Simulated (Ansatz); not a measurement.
# One shape, several levels: doublet [GeCl2]+

Wanted: a comparison of 6 runs (UB3LYP/6-31G*, U-r2SCAN0/aug-cc-pVDZ, UCAM-B3LYP/aug-cc-pVDZ, UPBE-QIDH/aug-cc-pVDZ, UPBE/aug-cc-pVDZ, UBCCD(T)/aug-cc-pVDZ) of doublet [GeCl2]+. 

Program for the calculation: Ansatz 0.2.0.

36 further runs of the same task are left out: 36 set aside as unsound or not needed.

## Step 1: Starting point

[GeCl2]+: 3 atoms, total charge +1, spin state doublet. SMILES of the parent species: `Cl[Ge]Cl`. The shape is that of a PBE0-D4/def2-TZVP optimisation. That shape belongs to the parent species and isn't relaxed for this state.

Bond lengths: Cl1–Ge2 2.182 Å, Ge2–Cl3 2.182 Å. Angles: Cl1–Ge2–Cl3 100.0°.

## Step 2: A single-point energy at UB3LYP/6-31G(d) (Cartesian functions) (run 1)

Input file in.yaml:

```yaml
crystal:
  periodic: [false, false, false]
  atoms:
    - {symbol: Cl, position_ang: [-0.065420, -1.681680, 0.422740]}
    - {symbol: Ge, position_ang: [-0.421210, 0.067170, -0.832020]}
    - {symbol: Cl, position_ang: [0.486630, 1.614500, 0.409270]}
basis:
  gaussian:
    orbitals: "6-31G*"
total_charge: 1
magnetization:
  spin_polarized: true
  initial_magnetization: 1
hamiltonian:
  xc: {name: B3LYP}
accuracy: high
output: {orbitals: {seedname: orbitals}}
```

Run with:

```
$ ansatz run in.yaml --threads 1 --pin off --max-ram 3480MiB --events-out events.jsonl --progress --plain --runs-dir runs
```

Log:

```text
Warning: RAYON_NUM_THREADS=1 ignored (pool sized by the plan → 1); use --threads N
Functional definition: B3LYP
  name "B3LYP"
  parameter a0 = 0.2
  parameter ax = 0.72
  parameter ac = 0.81
  exchange = (1 - a0 - ax)*slater_x + ax*b88_x + a0*exact_x
  correlation = (1 - ac)*vwn_rpa_c + ac*lyp_c
1313 factors; integrals over basis functions are off by at most 4.5e-9 eV
mean field evaluation 1: about -81543.6748 eV, gradient 2.8e1 eV
mean field evaluation 2: about -81515.2563 eV, gradient 7.3e1 eV
mean field evaluation 4: about -81548.9207 eV, gradient 3.4e0 eV
mean field evaluation 8: about -81549.0127 eV, gradient 1.5e-1 eV
mean field evaluation 16: about -81549.0129 eV, gradient 7.7e-5 eV
mean field evaluation 32: about -81548.4488 eV, gradient 5.0e0 eV
mean field -81549.01291408 eV, -2996.8709486862 hartree, gradient 3.0e-8 eV, S^2 0.756554; 3 other end points of the search recorded, 0 dependent functions left out
reference -81549.01294670 eV, -2996.8709498849 hartree; 33, 32 occupied and 40, 41 virtual orbitals, 1313 factors
Total energy: -81549.01294670 eV, -2996.8709498849 hartree
```

Run time: 9.9 s. Hardware: 1 thread of Arm Neoverse V2, shared host; peak memory 0.32 GiB.

## Step 3: The energy at U-r2SCAN0/aug-cc-pVDZ (run 2)

Input file input.yaml:

```yaml
basis:
  gaussian:
    orbitals: aug-cc-pVDZ
crystal:
  periodic: [false, false, false]
  atoms:
    - symbol: Cl
      position_ang: [-0.065420, -1.681680, 0.422740]
    - symbol: Ge
      position_ang: [-0.421210, 0.067170, -0.832020]
    - symbol: Cl
      position_ang: [0.486630, 1.614500, 0.409270]
total_charge: 1
magnetization:
  spin_polarized: true
  initial_magnetization: 1
hamiltonian:
  xc: {name: r2SCAN0}
accuracy: high
output: {orbitals: {seedname: orbitals}}
```

Run with:

```
$ ansatz run input.yaml --threads 1 --pin off --max-ram 3480MiB --events-out events.jsonl --progress --plain --runs-dir runs
```

Log:

```text
Warning: RAYON_NUM_THREADS=1 ignored (pool sized by the plan → 1); use --threads N
Functional definition: r2SCAN0
  name "r2SCAN0"
  parameter a = 0.25
  parameter k0 = 0.174
  parameter k1 = 0.065
  parameter a1 = 4.9479
  exchange = (1 - a)*r2scan_x(k0 = k0, k1 = k1, a1 = a1) + a*exact_x
  correlation = r2scan_c
1753 factors; integrals over basis functions are off by at most 4.4e-9 eV
mean field evaluation 1: about -81547.9741 eV, gradient 2.5e1 eV
mean field evaluation 2: about -81536.6889 eV, gradient 5.0e1 eV
mean field evaluation 4: about -81552.2354 eV, gradient 1.9e0 eV
mean field evaluation 8: about -81552.3320 eV, gradient 1.4e-1 eV
mean field evaluation 16: about -81552.3323 eV, gradient 5.2e-4 eV
mean field evaluation 32: about -81551.5513 eV, gradient 5.5e0 eV
mean field -81552.33226509 eV, -2996.9929325857 hartree, gradient 2.3e-8 eV, S^2 0.764234; 2 other end points of the search recorded, 0 dependent functions left out
reference -81552.33226973 eV, -2996.9929327563 hartree; 33, 32 occupied and 57, 58 virtual orbitals, 1753 factors
Total energy: -81552.33226973 eV, -2996.9929327563 hartree
```

Run time: 35 s. Hardware: 1 thread of Arm Neoverse V2, shared host; peak memory 0.6 GiB.

Runs 3 to 5 aren't shown in full; the table further down has their settings and results.

## Step 4: The energy at UBCCD(T)/aug-cc-pVDZ (run 6)

Input file job.yaml:

```yaml
crystal:
  periodic: [false, false, false]
  atoms:
    - symbol: Cl
      position_ang: [-0.065420, -1.681680, 0.422740]
    - symbol: Ge
      position_ang: [-0.421210, 0.067170, -0.832020]
    - symbol: Cl
      position_ang: [0.486630, 1.614500, 0.409270]
basis:
  gaussian: {orbitals: aug-cc-pVDZ}
total_charge: 1
magnetization: {spin_polarized: true, initial_magnetization: 1}
correlation: {method: bccd_t, frozen_orbitals: {Cl: 5, Ge: 9}}
accuracy: high
scf: {omitted_lower_state_checks: [cluster_reference, increment]}
```

Run with:

```
$ ansatz run job.yaml --threads 1 --pin off --max-ram 3480MiB --events-out events.jsonl --progress --plain --runs-dir runs
```

Log:

```text
Warning: RAYON_NUM_THREADS=1 ignored (pool sized by the plan → 1); use --threads N
[... 13 lines left out ...]
19 core orbitals not correlated: weight in the atoms' cores, before any rotation towards them, 1.000 or more for the frozen orbitals, at most 0.000 for the correlated occupied ones
[... 33 lines left out ...]
Total energy: -81484.37316391 eV, -2994.4954816818 hartree
Checks for a lower state left out: cluster_reference, increment
```

Wall time 37 s (1 thread of Arm Neoverse V2, shared host); peak memory 0.84 GiB.

## Step 5: Overview of the runs

```
run                                level  Cartesian functions  frozen core orbitals   energy (Eh)  HOMO energy (eV)  LUMO energy (eV)   ⟨S²⟩  wall time
  1  UB3LYP/6-31G* (Cartesian functions)                  yes                     –  -2996.870950            -14.83            -12.83  0.757      9.9 s
  2                U-r2SCAN0/aug-cc-pVDZ                   no                     –  -2996.992933            -15.28            -12.39  0.764       35 s
  3               UCAM-B3LYP/aug-cc-pVDZ                   no                     –  -2997.234674            -16.38            -11.60  0.762       19 s
  4                UPBE-QIDH/aug-cc-pVDZ                   no                    19  -2995.950163            -17.16            -10.68  0.775       21 s
  5                     UPBE/aug-cc-pVDZ                   no                     –  -2996.415667            -13.77            -13.26  0.753       23 s
  6                 UBCCD(T)/aug-cc-pVDZ                   no                    19  -2994.495482                 –                 –  0.789       37 s
```

## Step 6: What came out

| quantity | value |
| --- | --- |
| run 6: total energy | -2994.49548 Eh |
| run 6: correlation energy (19 core orbitals frozen) | -412.7 mEh |
| run 6: (T) correction | -17.33 mEh |
| run 6: ⟨S²⟩ of the reference determinant | 0.789 |

In words: Totals of different functionals can't be ranked against each other. All runs together took 2.4 min, the longest 37 s.
